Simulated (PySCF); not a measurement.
# [Nd(H2O)4]3+: other functionals and bases at one geometry

One table from this session's results is given with a row withheld; the runs are named, their logs left out.

The runs use PySCF 2.14.0; several levels, as the steps say, no spin–orbit coupling.

1 further run of the same task is left out (for a known fault of the program).

**Starting geometry**

13 atoms, charge 3, spin multiplicity 1.

Bond lengths: Nd1–O2 2.354 Å, Nd1–O5 2.354 Å, Nd1–O8 2.354 Å, Nd1–O11 2.354 Å, O2–H3 0.983 Å, O2–H4 0.983 Å, O5–H6 0.983 Å, O5–H7 0.983 Å, O8–H9 0.983 Å, O8–H10 0.983 Å, O11–H12 0.983 Å, O11–H13 0.983 Å. Angles: O2–Nd1–O5 110.9°, O2–Nd1–O8 106.6°, O2–Nd1–O11 110.9°, O5–Nd1–O8 110.9°, O5–Nd1–O11 106.6°, O8–Nd1–O11 110.9°, Nd1–O2–H3 128.3°, Nd1–O2–H4 128.5°, H3–O2–H4 103.3°, Nd1–O5–H6 128.5°, Nd1–O5–H7 128.3°, H6–O5–H7 103.3°, Nd1–O8–H9 128.5°, Nd1–O8–H10 128.3°, H9–O8–H10 103.3°, Nd1–O11–H12 128.3°, Nd1–O11–H13 128.5°, H12–O11–H13 103.3°.

Coordinates:

```xyz
13
H8NdO4
Nd    0.0000    0.0000    0.0000
O     1.4064    1.3660    1.3026
H     2.2070    1.1066    1.8113
H     1.3420    2.3343    1.4617
O    -1.4064   -1.3026    1.3660
H    -1.3420   -1.4617    2.3343
H    -2.2070   -1.8112    1.1065
O     1.4064   -1.3660   -1.3026
H     1.3420   -2.3343   -1.4617
H     2.2070   -1.1066   -1.8113
O    -1.4064    1.3026   -1.3660
H    -2.2070    1.8112   -1.1065
H    -1.3420    1.4617   -2.3343
```

Formal oxidation states: Nd +3. Each metal's 3 4f electrons lie in its core potential, so multiplicities, spins and levels count the valence alone. An earlier session relaxed this geometry at PBE0, Nd lcecp-1-SVP with ECP49, O def2-SVP, H def2-SVP (singlet, point group S4).

At PBE0 on the finer grid: E = -338.119195 Eh, HOMO -24.06 eV, LUMO -15.36 eV, Mulliken charge on Nd1 +1.80 e, largest force component 0.004 eV/Å. 

Levels to run: revPBE; PBE; PBE0, TZVP. Hardware: 2 threads of Arm Neoverse V1, shared host.

Set-up of the first run:

File run.py (the lines that set the calculation):

```python
mol = gto.M(atom='''
Nd     0.00000     0.00000     0.00000
O      1.40639     1.36604     1.30258
H      2.20696     1.10656     1.81125
H      1.34198     2.33430     1.46171
O     -1.40638    -1.30259     1.36605
H     -1.34198    -1.46170     2.33430
H     -2.20697    -1.81124     1.10655
O      1.40639    -1.36604    -1.30258
H      1.34198    -2.33430    -1.46171
H      2.20696    -1.10656    -1.81125
O     -1.40638     1.30259    -1.36605
H     -2.20697     1.81124    -1.10655
H     -1.34198     1.46170    -2.33430''',
    basis={'Nd': 'lcecp-1-SVP', 'O': 'def2-SVP', 'H': 'def2-SVP'},
    ecp={'Nd': 'lcecp-1-SVP'},
    charge=3, spin=0)
mf = dft.RKS(mol, xc='PBE_R,PBE')
mf.grids.atom_grid = (75, 302)  # f atoms: unpruned, at least (60, 302)
mf = mf.density_fit()  # fitting sets: Nd AutoAux, O def2-universal-JKFIT, H def2-universal-JKFIT
mf.conv_tol = 1e-08; mf.max_cycle = 55
mf.kernel(dm0)  # dm0: the density of the relaxed state
```

Command:

```console
$ OMP_NUM_THREADS=2 python run.py
```

Among the steps run: revPBE; PBE; PBE0, TZVP.

One of the session's tables, all rows but one given; the rest of the session is left out.

```
              level  HOMO (eV)  gap (eV)  charge on Nd1 (e)  largest force component (eV/Å)
PBE0 (relaxed here)     -24.06      8.70               1.80                            0.00
             revPBE     -22.13      5.99               1.65                            0.46
                PBE          ?         ?                  ?                               ?
         PBE0, TZVP     -24.07      8.82               2.16                            0.24
```

Estimate the missing values for PBE.

**Answer.** HOMO (eV): -22.17; gap (eV): 5.93; charge on Nd1 (e): 1.62; largest force component (eV/Å): 0.48. In the column «HOMO (eV)» it lies between PBE0 (relaxed here) (-24.06) and revPBE (-22.13).

In one basis the HOMO–LUMO gap runs from 5.93 eV (PBE) to 8.70 eV (PBE0). The largest leftover force, 0.48 eV/Å with PBE, stands at a geometry relaxed at another level. With 4f in the core, its levels are missing from HOMO and gap, and its count is fixed, so no charge can pass from the ligands into it. Total energies of different levels can't be compared.
